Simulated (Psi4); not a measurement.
# doublet [SnCl2F2]+: levels of theory compared

Aim: a comparison of 6 runs (U-r2SCAN/def2-SVP, U-wB97X/def2-SVP, UB3LYP/def2-SVP, UBHLYP/def2-SVP, UM06-2X/def2-SVP, UPBE0/def2-SVP) of doublet [SnCl2F2]+. 

The calculation is run with Psi4 1.11.

5 further runs of the same task are left out: 5 that didn't finish.

### Step 1. Starting point

[SnCl2F2]+: 5 atoms, total charge +1, spin state doublet. As SMILES of the parent species, `[F][Sn]([F])([Cl])[Cl]`. The shape is that of a PBE0-D4/def2-TZVP optimisation. That shape belongs to the parent species and isn't relaxed for this state.

Bond lengths: F1–Sn2 1.887 Å, Sn2–F3 1.887 Å, Sn2–Cl4 2.271 Å, Sn2–Cl5 2.271 Å. Angles: F1–Sn2–F3 105.5°, F1–Sn2–Cl4 109.3°, F1–Sn2–Cl5 109.3°, F3–Sn2–Cl4 109.2°, F3–Sn2–Cl5 109.2°, Cl4–Sn2–Cl5 114.0°.

### Step 2. The energy at U-r2SCAN/def2-SVP (core potential) (run 1)

cl2f2sn.in reads:

```
memory 2.2 GB

molecule {
  1 2
  F
  Sn 1 R2
  F 2 R3 1 A3
  Cl 2 R4 1 A4 3 D4
  Cl 2 R5 1 A5 3 D5

  R2 = 1.886624
  R3 = 1.886759
  A3 = 105.4882
  R4 = 2.270578
  A4 = 109.25108
  D4 = 117.3294
  R5 = 2.270534
  A5 = 109.25158
  D5 = -117.33035
  symmetry c1
}

set globals {
  basis def2-SVP
  reference uks
  puream true
  e_convergence 1e-09
  d_convergence 1e-08
  scf_type pk
  dft_radial_points 99
  dft_spherical_points 590
  maxiter 100
}

E, wfn = energy('r2scan', return_wfn=True)
oeprop(wfn, 'MAYER_INDICES', 'DIPOLE', 'WIBERG_LOWDIN_INDICES', title='R2SCAN')
print_variables()
```

Started as:

```bash
$ psi4 -i cl2f2sn.in -o cl2f2sn.out -n 1
```

cl2f2sn.out:

```text
[...]
    !!!  WARNING: ECP capability is in beta. Please check occupations closely.  !!!
[...]
  Running in c1 symmetry.
[...]
  Nuclear repulsion =  435.160619781104401
[...]
  Multiplicity = 2
[...]
  Nalpha       = 37
  Nbeta        = 36
[...]
    Number of basis functions: 90
[...]
   @UKS iter   1: -1333.37142984128809   -8.54671e-01   7.45430e-03 DIIS/ADIIS
[...]
   @UKS iter  27: -1333.56109374165590    2.27374e-13   4.72780e-09 DIIS
[...]
   @S^2 Observed:                7.528319796E-01
[...]
  @UKS Final Energy: -1333.56109374165590
   => Energetics <=
    Nuclear Repulsion Energy =            435.1606197811044012
    One-Electron Energy =               -2775.0712866514249981
    Two-Electron Energy =                1101.5262803951743535
    DFT Exchange-Correlation Energy =     -95.1767072665096237
    Empirical Dispersion Energy =           0.0000000000000000
    VV10 Nonlocal Energy =                  0.0000000000000000
    Total Energy =                      -1333.5610937416558954
[...]
 Multipole Moments:
 ------------------------------------------------------------------------------------
     Multipole            Electronic (a.u.)      Nuclear  (a.u.)        Total (a.u.)
 ------------------------------------------------------------------------------------
 L = 1.  Multiply by 2.5417464519 to convert [e a0] to [Debye]
 Dipole X            :         -0.0005537            0.0006293            0.0000757
 Dipole Y            :        -10.0740859           11.2650188            1.1909328
 Dipole Z            :         -7.6649829            8.5709369            0.9059540
 Magnitude           :                                                    1.4963535
[...]
```

Wall time 44 s (1 thread of Intel Xeon 6975P-C (Granite Rapids), shared host); peak memory 0.96 GiB.

### Step 3. A single-point energy at U-wB97X/def2-SVP (core potential) (run 2)

job.py reads:

```python
import psi4

psi4.set_memory(2200000000)
psi4.set_num_threads(1)
psi4.set_output_file('cl2f2sn.out', False)

geom = psi4.geometry("""
1 2
F     -0.136000    -0.318500     1.871500
Sn     0.031600    -0.036600     0.013600
F      1.509000    -1.080200    -0.523100
Cl    -1.837700    -0.793000    -1.030000
Cl     0.483000     2.154700    -0.373400
symmetry c1
no_reorient
no_com
""")

psi4.set_options({
    'reference': 'uks',
    'puream': True,
    'e_convergence': 1e-09,
    'd_convergence': 1e-08,
    'scf_type': 'pk',
    'dft_radial_points': 99,
    'dft_spherical_points': 590,
    'maxiter': 100,
})

result, w = psi4.energy('wb97x/def2-SVP', return_wfn=True)
psi4.oeprop(w, 'LOWDIN_CHARGES', 'DIPOLE', 'WIBERG_LOWDIN_INDICES', title='WB97X')
print(f'wb97x/def2-SVP energy: {result:.10f} Eh')
```

Started as:

```bash
$ python job.py
```

cl2f2sn.out:

```text
[...]
    !!!  WARNING: ECP capability is in beta. Please check occupations closely.  !!!
[...]
  Running in c1 symmetry.
[...]
  Nuclear repulsion =  435.160608896010217
[...]
  Multiplicity = 2
[...]
  Nalpha       = 37
  Nbeta        = 36
[...]
    Number of basis functions: 90
[...]
   @UKS iter   1: -1333.41874044179440   -1.32848e+00   6.99288e-03 DIIS/ADIIS
[...]
   @UKS iter  35: -1333.58898861703710   -6.36646e-12   9.27535e-09 DIIS
[...]
   @S^2 Observed:                7.689120458E-01
[...]
  @UKS Final Energy: -1333.58898861703710
   => Energetics <=
    Nuclear Repulsion Energy =            435.1606088960102170
    One-Electron Energy =               -2774.9731930625521272
    Two-Electron Energy =                1077.0552626999251515
    DFT Exchange-Correlation Energy =     -70.8316671504203157
    Empirical Dispersion Energy =           0.0000000000000000
    VV10 Nonlocal Energy =                  0.0000000000000000
    Total Energy =                      -1333.5889886170371028
[...]
 Multipole Moments:
 ------------------------------------------------------------------------------------
     Multipole            Electronic (a.u.)      Nuclear  (a.u.)        Total (a.u.)
 ------------------------------------------------------------------------------------
 L = 1.  Multiply by 2.5417464519 to convert [e a0] to [Debye]
 Dipole X            :         17.6833090          -18.8551204           -1.1718113
 Dipole Y            :        -17.2599735           18.4350342            1.1750608
 Dipole Z            :         20.3704353          -21.5863415           -1.2159062
 Magnitude           :                                                    2.0572646
[...]
```

The script printed:

```text
wb97x/def2-SVP energy: -1333.5889886170 Eh
```

Wall time 28 s (1 thread of Intel Xeon 6975P-C (Granite Rapids), shared host); peak memory 0.88 GiB.

Runs 3 to 4 aren't shown in full; the table further down has their settings and results.

### Step 4. Energy and gradient at UM06-2X/def2-SVP (core potential) (run 5)

cl2f2sn.dat reads:

```
memory 2200 MB

molecule molecule1 {
  1 2
  F     -0.25700275    -0.60187777     3.53662244
  Sn     0.05971535    -0.06916398     0.02570028
  F      2.85159672    -2.04128216    -0.98851574
  Cl    -3.47274970    -1.49855282    -1.94641791
  Cl     0.91273772     4.07179288    -0.70562373
  units bohr
  symmetry c1
}

set reference uks
set puream true
set e_convergence 1e-09
set d_convergence 1e-08
set scf_type pk
set dft_radial_points 99
set dft_spherical_points 590
set maxiter 100

e_tot, wfn = gradient('m06-2x/def2-SVP', return_wfn=True)
oeprop(wfn, 'MULLIKEN_CHARGES', 'DIPOLE', 'LOWDIN_CHARGES', title='M06-2X')
```

Started as:

```bash
$ psi4 cl2f2sn.dat cl2f2sn.out -n 1
```

cl2f2sn.out:

```text
[...]
    !!!  WARNING: ECP capability is in beta. Please check occupations closely.  !!!
[...]
  Running in c1 symmetry.
[...]
  Nuclear repulsion =  435.160609086283159
[...]
  Multiplicity = 2
[...]
  Nalpha       = 37
  Nbeta        = 36
[...]
    Number of basis functions: 90
[...]
   @UKS iter   1: -1333.28108756317579   -1.17614e+00   6.91331e-03 ADIIS/DIIS
[...]
   @UKS iter  31: -1333.44396605397424   -9.54969e-12   9.72990e-09 DIIS
[...]
   @S^2 Observed:                7.625254739E-01
[...]
  @UKS Final Energy: -1333.44396605397424
   => Energetics <=
    Nuclear Repulsion Energy =            435.1606090862831593
    One-Electron Energy =               -2774.8467183560733247
    Two-Electron Energy =                1051.6422842111601312
    DFT Exchange-Correlation Energy =     -45.4001409953443940
    Empirical Dispersion Energy =           0.0000000000000000
    VV10 Nonlocal Energy =                  0.0000000000000000
    Total Energy =                      -1333.4439660539742363
[...]
  -Total Gradient:
     Atom            X                  Y                   Z
    ------   -----------------  -----------------  -----------------
       1        0.003988267928    -0.003272002921     0.000604079555
       2       -0.033545254579     0.033926514757    -0.033755004267
       3        0.001275682054    -0.002030710363     0.004618871220
       4        0.028536904452     0.003756532360     0.018409188312
       5       -0.000062899697    -0.032575536053     0.010318959250
[...]
```

Run time: 47 s. Hardware: 1 thread of Intel Xeon 6975P-C (Granite Rapids), shared host; peak memory 0.94 GiB.

### Step 5. Energy and forces at UPBE0/def2-SVP (core potential) (run 6)

job.json reads:

```json
{
  "schema_name": "qcschema_input",
  "schema_version": 1,
  "molecule": {
    "schema_name": "qcschema_molecule",
    "schema_version": 2,
    "symbols": ["F", "Sn", "F", "Cl", "Cl"],
    "geometry": [-0.25700275, -0.60187777, 3.53662244, 0.05971535, -0.06916398, 0.02570028, 2.85159672, -2.04128216, -0.98851574, -3.4727497, -1.49855282, -1.94641791, 0.91273772, 4.07179288, -0.70562373],
    "molecular_charge": 1,
    "molecular_multiplicity": 2,
    "fix_symmetry": "c1",
    "fix_com": true,
    "fix_orientation": true
  },
  "driver": "gradient",
  "model": {
    "method": "pbe0",
    "basis": "def2-SVP"
  },
  "keywords": {
    "reference": "uks",
    "puream": true,
    "e_convergence": 1e-09,
    "d_convergence": 1e-08,
    "scf_type": "pk",
    "dft_radial_points": 99,
    "dft_spherical_points": 590,
    "maxiter": 100,
    "scf_properties": ["MULLIKEN_CHARGES", "DIPOLE", "WIBERG_LOWDIN_INDICES"]
  }
}
```

Started as:

```bash
$ psi4 --qcschema job.json -n 1 --memory 2200MB
```

stdout:

```text
[...]
    !!!  WARNING: ECP capability is in beta. Please check occupations closely.  !!!
[...]
  Running in c1 symmetry.
[...]
  Nuclear repulsion =  435.160609086283159
[...]
  Multiplicity = 2
[...]
  Nalpha       = 37
  Nbeta        = 36
[...]
    Number of basis functions: 90
[...]
   @UKS iter   1: -1332.97132342743407   -9.80428e-01   6.76909e-03 DIIS/ADIIS
[...]
   @UKS iter  27: -1333.12215591319091   -4.16094e-11   5.62116e-09 DIIS
[...]
   @S^2 Observed:                7.573976179E-01
[...]
  @UKS Final Energy: -1333.12215591319091
   => Energetics <=
    Nuclear Repulsion Energy =            435.1606090862831593
    One-Electron Energy =               -2775.1047454822082727
    Two-Electron Energy =                1078.5708140587000798
    DFT Exchange-Correlation Energy =     -71.7488335759661169
    Empirical Dispersion Energy =           0.0000000000000000
    VV10 Nonlocal Energy =                  0.0000000000000000
    Total Energy =                      -1333.1221559131909089
[...]
  -Total Gradient:
     Atom            X                  Y                   Z
    ------   -----------------  -----------------  -----------------
       1        0.004030990196    -0.002488077316    -0.003070860668
       2       -0.028706461228     0.029039227873    -0.028881848220
       3       -0.001701345972     0.000151928408     0.005337583441
       4        0.027505279857     0.004715088006     0.017395824909
       5       -0.001021236167    -0.031526475048     0.009327288817
[...]
```

The result, in JSON:

```text
{
 "driver": "gradient",
 "model": {
  "method": "pbe0",
  "basis": "def2-SVP"
 },
 "success": true,
 "return_result": [0.004030990196093464, -0.002488077316378727, -0.0030708606677523342, -0.028706461228473763, 0.02903922787325553, -0.02888184821978839, -0.001701345971865248, 0.0001519284081199085, 0.0053375834410074804, 0.02750527985704798, 0.004715088005615549, 0.017395824908639432, -0.001021236166545321, -0.031526475047659985, 0.009327288816928195],
 "properties": {
  "calcinfo_nbasis": 90,
  "calcinfo_nmo": 90,
  "calcinfo_nalpha": 37,
  "calcinfo_nbeta": 36,
  "calcinfo_natom": 5,
  "nuclear_repulsion_energy": 435.16060908628316,
  "return_energy": -1333.122155913191,
  "return_gradient": [0.004030990196093464, -0.002488077316378727, -0.0030708606677523342, -0.028706461228473763, 0.02903922787325553, -0.02888184821978839, -0.001701345971865248, 0.0001519284081199085, 0.0053375834410074804, 0.02750527985704798, 0.004715088005615549, 0.017395824908639432, -0.001021236166545321, -0.031526475047659985, 0.009327288816928195],
  "scf_one_electron_energy": -2775.1047454822083,
  "scf_two_electron_energy": 1078.5708140587,
  "scf_xc_energy": -71.74883357596612,
  "scf_dipole_moment": [-1.1642223646266565, 1.1692166464682785, -1.2088728251626115],
  "scf_total_energy": -1333.122155913191,
  "scf_total_gradient": [0.004030990196093464, -0.002488077316378727, -0.0030708606677523342, -0.028706461228473763, 0.02903922787325553, -0.02888184821978839, -0.001701345971865248, 0.0001519284081199085, 0.0053375834410074804, 0.02750527985704798, 0.004715088005615549, 0.017395824908639432, -0.001021236166545321, -0.031526475047659985, 0.009327288816928195],
  "scf_iterations": 27
 }
}
```

Run time: 24 s. Hardware: 1 thread of Intel Xeon 6975P-C (Granite Rapids), shared host; peak memory 0.82 GiB.

### Step 6. All runs side by side

```csv
run,level,task,energy (Eh),HOMO energy (eV),LUMO energy (eV),⟨S²⟩,wall time
1,U-r2SCAN/def2-SVP (core potential),energy,-1333.561094,-15.33,-15.16,0.753,44 s
2,U-wB97X/def2-SVP (core potential),energy,-1333.588989,-17.87,-13.14,0.769,28 s
3,UB3LYP/def2-SVP (core potential),energy,-1333.706008,-15.88,-14.70,0.755,17 s
4,UBHLYP/def2-SVP (core potential),gradient,-1333.452052,-16.73,-13.93,0.772,24 s
5,UM06-2X/def2-SVP (core potential),gradient,-1333.443966,-17.00,-14.20,0.763,47 s
6,UPBE0/def2-SVP (core potential),gradient,-1333.122156,-16.10,-14.67,0.757,24 s
```

### Step 7. Summary of results

| quantity | value |
| --- | --- |
| run 6: total energy | -1333.12216 Eh |
| run 6: HOMO energy (highest over α and β) | -16.10 eV |
| run 6: LUMO energy (lowest over α and β) | -14.67 eV |
| run 6: ⟨S²⟩ | 0.757 |
| run 6: largest force on an atom | 2.572 eV/Å |

What this shows: Totals of different functionals can't be ranked against each other. All runs together took 3.1 min, the longest 47 s.
